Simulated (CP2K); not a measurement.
The system is NaLaMnMoO6.

```
Na La Mn Mo O
1.0
     5.55735    0.00000    0.00000
     0.00000    5.59794    0.00000
    -0.06213    0.00000    8.02463
Na La Mn Mo O
2 2 2 2 12
Direct
  0.75008 0.51572 0.49924
  0.24992 0.01572 0.50076
  0.25715 0.95896 0.99937
  0.74285 0.45896 0.00063
  0.24767 0.48762 0.25607
  0.75233 0.98762 0.74393
  0.75559 0.99666 0.27090
  0.24441 0.49666 0.72910
  0.67335 0.97830 0.49061
  0.03402 0.81017 0.27726
  0.93353 0.28910 0.28026
  0.47817 0.20966 0.19922
  0.54435 0.73563 0.20079
  0.82956 0.01818 0.00392
  0.32665 0.47830 0.50939
  0.96598 0.31017 0.72274
  0.06647 0.78910 0.71974
  0.52183 0.70966 0.80078
  0.45565 0.23563 0.79921
  0.17044 0.51818 0.99608
```

The cell was built by a generator and needn't be a form met in nature.

Base run:

* Program: CP2K 2026.2
* Functional: LDA
* Potentials or basis: GTH_POTENTIALS Na GTH-PBE-q9, La GTH-PBE-q11, Mn GTH-PBE-q15, Mo GTH-PBE-q14, O GTH-PBE-q6; DZVP-MOLOPT-SR-GTH basis
* Density cutoff: 12245 eV
* k mesh: 4 × 4 × 3
* Occupations: fermi-dirac, width 0.05 eV
* Spin: collinear spin, ferromagnetic start
* Starting moments: [0.0, 0.0, 0.0, 0.0, 4.0, 4.0, 1.0, 1.0, 0.0, 0.0, 0.0, 0.0, 0.0, 0.0, 0.0, 0.0, 0.0, 0.0, 0.0, 0.0] μB

Its results: band gap on the k mesh 0.30 eV, indirect (least direct gap 0.40 eV); net moment 9.95 μB per cell; site moments Na -0.01; La +0.00; Mn +4.41; Mo +0.37; O +0.02, +0.03, +0.04, +0.05 μB.

Problem. The run is repeated on the same cell with these changes: functional from LDA to RPBE. What comes out?

Solution. Band gap on the k mesh 0.52 eV, indirect (least direct gap 0.58 eV); net moment 9.99 μB per cell; site moments Na -0.01; La -0.00; Mn +4.55; Mo +0.41; O -0.01, +0.01, +0.00, +0.03 μB.

Caveats: spin-orbit coupling is left out, which moves the levels of the heavy elements; an odd mesh through Γ misses points on the zone boundary, where band edges often lie; the basis of atomic orbitals isn't converged, which shifts pressures, moduli and gaps; only a ferromagnetic start was run, and an antiferromagnetic order may lie lower in energy.
